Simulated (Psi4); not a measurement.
# [GeH3]− (SMILES [H][Ge-]([H])[H]), step by step, part 2 of 2

Psi4 1.11.

## Step 3: The harmonic vibrations at B3LYP/pcseg-1 (density fitting) (run 2)

run.py reads:

```python
import psi4

psi4.set_memory(1600000000)
psi4.set_num_threads(1)
psi4.core.set_output_file('output.dat', False)

mol = psi4.geometry("""
-1 1
Ge    -0.007400     0.005795     0.763110
H      1.356660    -0.032558    -0.124931
H     -0.652726     1.188381    -0.151249
H     -0.705198    -1.161247    -0.132395
symmetry c1
""")

psi4.set_options({
    'basis': 'pcseg-1',
    't': 298.15,
    'rotational_symmetry_number': 3,
})

energy_value, wavefunction = psi4.frequencies("B3LYP", molecule=mol, return_wfn=True)
print('E =', round(energy_value, 9))
print('wavenumbers / cm^-1:', wavefunction.frequencies().np.round(1))
for k in ('ZPVE', 'ENTHALPY', 'GIBBS FREE ENERGY'):
    print(f'{k}: {psi4.variable(k):.8f} Eh')
for k, v in sorted(psi4.core.scalar_variables().items()):
    print(f'{k:45s} {v:18.10f}')
```

Command:

```console
$ python run.py
```

output.dat (excerpt; [...] marks lines left out):

```text
[...]
  Running in c1 symmetry.
[...]
  Nuclear repulsion =   31.877053725416136
[...]
  Multiplicity = 1
[...]
  Nalpha       = 18
  Nbeta        = 18
[...]
    Number of basis functions: 42
[...]
   @DF-RKS iter   1: -2077.63154053389735   -2.74303e+00   2.81415e-02 ADIIS/DIIS
[...]
   @DF-RKS iter  10: -2078.62181819126317   -9.09495e-13   1.83578e-09 DIIS
[...]
  @DF-RKS Final Energy: -2078.62181819126317
   => Energetics <=
    Nuclear Repulsion Energy =             31.8771938188992081
    One-Electron Energy =               -2969.1767076906112379
    Two-Electron Energy =                 923.3183282285585847
    DFT Exchange-Correlation Energy =     -64.6406325481098918
    Empirical Dispersion Energy =           0.0000000000000000
    VV10 Nonlocal Energy =                  0.0000000000000000
    Total Energy =                      -2078.6218181912631735
[...]
  -Total Gradient:
     Atom            X                  Y                   Z
    ------   -----------------  -----------------  -----------------
       1        0.000040065943     0.000362497801    -0.000023854570
       2        0.000013014534    -0.000063941450     0.000019696223
       3        0.000023296894    -0.000153782281     0.000138555361
       4       -0.000080403317    -0.000146348203    -0.000138480348
[...]
  ==> Harmonic Vibrational Analysis <==
[...]
  Freq [cm^-1]                 853.2148            890.4449            897.2013
[...]
  IR activ [km/mol]            172.8030            44.8027             45.8580
[...]
  Freq [cm^-1]                1712.9730           1713.8210           1721.7925
[...]
  IR activ [km/mol]            733.5502            732.7394            505.9063
[...]
  Total E_0, Enthalpy at 0 [K]                                                        -2078.60407337 [Eh]
[...]
  Total H, Enthalpy at  298.15 [K]                                                    -2078.60011578 [Eh]
[...]
  Total G, Gibbs energy at  298.15 [K]                                                -2078.62566657 [Eh]
[...]
```

On the terminal:

```text
E = -2078.621819034
wavenumbers / cm^-1: [ 853.2  890.4  897.2 1713.  1713.8 1721.8]
ZPVE: 0.01774567 Eh
ENTHALPY: -2078.60011578 Eh
GIBBS FREE ENERGY: -2078.62566657 Eh
CURRENT ENERGY                                  -2078.6218190342
CURRENT REFERENCE ENERGY                        -2078.6218190342
DD SOLVATION ENERGY                                 0.0000000000
DFT FUNCTIONAL TOTAL ENERGY                     -2078.6218190342
DFT TOTAL ENERGY                                -2078.6218190342
DFT VV10 ENERGY                                     0.0000000000
DFT XC ENERGY                                     -64.6406303584
ENTHALPY                                        -2078.6001157775
ENTHALPY CORRECTION                                 0.0217032567
FINDIF NUMBER                                      19.0000000000
GIBBS FREE ENERGY                               -2078.6256665670
GIBBS FREE ENERGY CORRECTION                       -0.0038475327
GRID ELECTRONS ALPHA                               17.9999992210
GRID ELECTRONS BETA                                17.9999992210
GRID ELECTRONS TOTAL                               35.9999984421
NUCLEAR REPULSION ENERGY                           31.8770537254
ONE-ELECTRON ENERGY                             -2969.1764000984
PCM POLARIZATION ENERGY                             0.0000000000
PE ENERGY                                           0.0000000000
SCF ITERATION ENERGY                            -2078.6218190342
SCF ITERATIONS                                      9.0000000000
SCF TOTAL ENERGY                                -2078.6218190342
THERMAL ENERGY                                  -2078.6010599621
THERMAL ENERGY CORRECTION                           0.0207590722
TWO-ELECTRON ENERGY                               923.3181576971
ZERO K ENTHALPY                                 -2078.6040733673
ZPVE                                                0.0177456670
```

Run time: 62 s. Hardware: 1 thread of AMD EPYC 7R43 (Zen 3), shared host; peak memory 0.35 GiB.

## Step 4: A single-point energy at CCSD(T)/def2-TZVP (run 3)

calc.py reads:

```python
import psi4

psi4.set_memory(1600000000)
psi4.set_num_threads(1)
psi4.core.set_output_file('output.dat', False)

m = psi4.geometry("""
-1 1
Ge
H 1 1.628112
H 1 1.628192 2 92.45676
H 1 1.62814 2 92.41795 3 92.50821
symmetry c1
""")

psi4.set_options(dict(basis='def2-TZVP', scf_type='pk', num_frozen_docc=9))

e_tot, wfn = psi4.energy('ccsd(t)', return_wfn=True)
print('E =', round(e_tot, 9))
```

Command:

```console
$ python calc.py
```

output.dat (excerpt; [...] marks lines left out):

```text
[...]
  Running in c1 symmetry.
[...]
  Nuclear repulsion =   31.877045068497257
[...]
  Multiplicity = 1
[...]
  Nalpha       = 18
  Nbeta        = 18
[...]
    Number of basis functions: 66
[...]
   @RHF iter   1: -2075.41770436416937   -2.66268e+00   4.37364e-02 ADIIS/DIIS
[...]
   @RHF iter  11: -2077.07791076818512   -6.82121e-12   3.11974e-09 DIIS
[...]
    Orbital Energies [Eh]
    ---------------------
    Doubly Occupied:
       1A   -404.957216     2A    -51.865312     3A    -45.952512
       4A    -45.952511     5A    -45.951926     6A     -6.907956
       7A     -4.882908     8A     -4.882906     9A     -4.879882
      10A     -1.357420    11A     -1.357419    12A     -1.353245
      13A     -1.353243    14A     -1.350637    15A     -0.447480
      16A     -0.196131    17A     -0.196024    18A     -0.071078
[...]
  @RHF Final Energy: -2077.07791076818512
   => Energetics <=
    Nuclear Repulsion Energy =             31.8770450684972566
    One-Electron Energy =               -2970.0783003213236952
    Two-Electron Energy =                 861.1233444846412795
    Total Energy =                      -2077.0779107681851201
[...]
 Multipole Moments:
 ------------------------------------------------------------------------------------
     Multipole            Electronic (a.u.)      Nuclear  (a.u.)        Total (a.u.)
 ------------------------------------------------------------------------------------
 L = 1.  Multiply by 2.5417464519 to convert [e a0] to [Debye]
 Dipole X            :         -1.9330249            1.6631854           -0.2698395
 Dipole Y            :         -1.8500492            1.5919304           -0.2581188
 Dipole Z            :         -1.7714526            1.5245104           -0.2469423
 Magnitude           :                                                    0.4476820
[...]
      * MP2 total energy                      = -2077.348953161096233
[...]
      * CCSD total energy                     = -2077.369011482829592
[...]
      * CCSD(T) total energy                  = -2077.378751189534796
```

The script printed:

```text
E = -2077.37875119
```

It took 15 s on 1 thread of AMD EPYC 7R43 (Zen 3), shared host; peak memory 0.3 GiB.

## Step 5: What came out

The summary covers parts 1 to 2.

| quantity | value |
| --- | --- |
| run 1, B3LYP/pcseg-1: total energy at the end | -2078.62182 Eh |
| run 1, B3LYP/pcseg-1: HOMO energy | 0.41 eV |
| run 1, B3LYP/pcseg-1: LUMO energy | 6.70 eV |
| run 1, B3LYP/pcseg-1: HOMO–LUMO gap (to an unbound level, set by the basis) | 6.29 eV |
| run 2, B3LYP/pcseg-1: lowest harmonic wavenumber | 853 cm⁻¹ |
| run 2, B3LYP/pcseg-1: highest harmonic wavenumber | 1722 cm⁻¹ |
| run 2, B3LYP/pcseg-1: zero-point energy | 46.6 kJ/mol |
| run 2, B3LYP/pcseg-1: ideal-gas entropy at 298.15 K (symmetry number 3 as used) | 53.8 cal/(mol K) |
| run 3, CCSD(T)/def2-TZVP: total energy | -2077.37875 Eh |
| run 3, CCSD(T)/def2-TZVP: HOMO energy (Hartree–Fock orbitals) | -1.93 eV |
| run 3, CCSD(T)/def2-TZVP: LUMO energy (Hartree–Fock orbitals) | 9.63 eV |
| run 3, CCSD(T)/def2-TZVP: HOMO–LUMO gap (to an unbound level, set by the basis) | 11.56 eV |
| run 3, CCSD(T)/def2-TZVP: correlation energy (9 core orbitals frozen) | -300.8 mEh |
| run 3, CCSD(T)/def2-TZVP: (T) correction | -9.74 mEh |
| run 3, CCSD(T)/def2-TZVP: T1 diagnostic | 0.014 |

In words: The optimisation (run 1, B3LYP/pcseg-1) took 9 steps and changed the energy by -0.219 eV. The HOMO (run 1, B3LYP/pcseg-1) lies at positive energy, 0.41 eV; only total energies tell whether the electron is bound. All 6 modes (run 2, B3LYP/pcseg-1) are real, so the shape is a minimum at this level. The triples (run 3, CCSD(T)/def2-TZVP) make up 3.2 % of the correlation energy.
